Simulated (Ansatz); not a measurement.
CdPd3, space group Pm-3m: a convergence test of the plane-wave cutoff, run with Ansatz's Python interface.

The script, `ecut.py`:
```python
"""Convergence of CdPd3 with the plane-wave cutoff."""

import ansatz
import pandas as pd
from pymatgen.core import Lattice, Structure
from pymatgen.io.ase import AseAtomsAdaptor


def main() -> None:
    pmg_structure = Structure(
        Lattice([(3.996973, 0.0, 0.0), (0.0, 3.996973, 0.0), (0.0, 0.0, 3.996973)]),
        ["Cd", "Pd", "Pd", "Pd"],
        [
            (0.0, 0.0, 0.0),
            (0.0, 0.5, 0.5),
            (0.5, 0.0, 0.5),
            (0.5, 0.5, 0.0),
        ],
    )
    crystal = ansatz.Crystal.from_ase(AseAtomsAdaptor.get_atoms(pmg_structure))

    calc = (
        crystal.calculation()
        .kpoints(6, 6, 6, center="gamma")
        .occupations("fermi_dirac", width=0.05)
        .functional("pbesol")
    )

    rows = []
    for value in [250, 325, 400, 475, 550]:
        rep = calc.basis(value).run(threads=1, pin="off").report
        rows.append((value, rep["free_energy_ev"] / len(rep["lattice"]["sites"]), rep["n_iterations"], rep["n_pw"]))

    table = pd.DataFrame(rows, columns=["cutoff (eV)", "F/atom (eV)", "iterations", "plane waves"])
    print(table.round(5).to_string(index=False))

    # the last row is the reference
    for row in rows[:-1]:
        shift = 1000 * (row[1] - rows[-1][1])
        print(f"{row[0]}: {shift:+.2f} meV/atom" + ("  (within 1 meV)" if abs(shift) < 1 else ""))


if __name__ == "__main__":
    main()
```

From which cutoff on is the energy per atom within 1 meV of the last row, and how does it get there?

From 475 eV on it stays within 1 meV an atom of the value at 550 eV; the first row (250 eV) is off by 1730.1 meV and the last but one by 0.44 meV. The energy falls steadily, as expected when plane waves are added.

The run itself:

`python ecut.py` gives:
```text
DeckWarning: basis.ecutwfc = 250 eV is below the records' recommended 420 eV, and the density's cutoff is lower with it unless basis.ecutrho_ratio is high enough to keep the records' density cutoff: compare with a run at a higher cutoff
DeckWarning: basis.ecutwfc = 325 eV is below the records' recommended 420 eV, and the density's cutoff is lower with it unless basis.ecutrho_ratio is high enough to keep the records' density cutoff: compare with a run at a higher cutoff
DeckWarning: basis.ecutwfc = 400 eV is below the records' recommended 420 eV, and the density's cutoff is lower with it unless basis.ecutrho_ratio is high enough to keep the records' density cutoff: compare with a run at a higher cutoff
 cutoff (eV)  F/atom (eV)  iterations  plane waves
         250  -7224.51123           8          587
         325  -7226.19429           7          847
         400  -7226.23950           7         1189
         475  -7226.24087           7         1503
         550  -7226.24131           7         1863
250: +1730.07 meV/atom
325: +47.02 meV/atom
400: +1.81 meV/atom
475: +0.44 meV/atom  (within 1 meV)
```
(Warnings from the package without file and line.)

Notes:
- The mesh is modest for a metal, so energies can be off by several to tens of meV an atom and pressures by half a GPa or more; differences at equal mesh fare better.
- This cell is a computed structure, which may not be the phase found in nature.
- Shifts are counted from the last row, which is itself no proven limit.
- Timing: 12 s on 1 thread of Arm Neoverse V1, on a shared host, peak memory 0.52 GiB.

(Lines on the test bed's own set-up are left out of the output.)
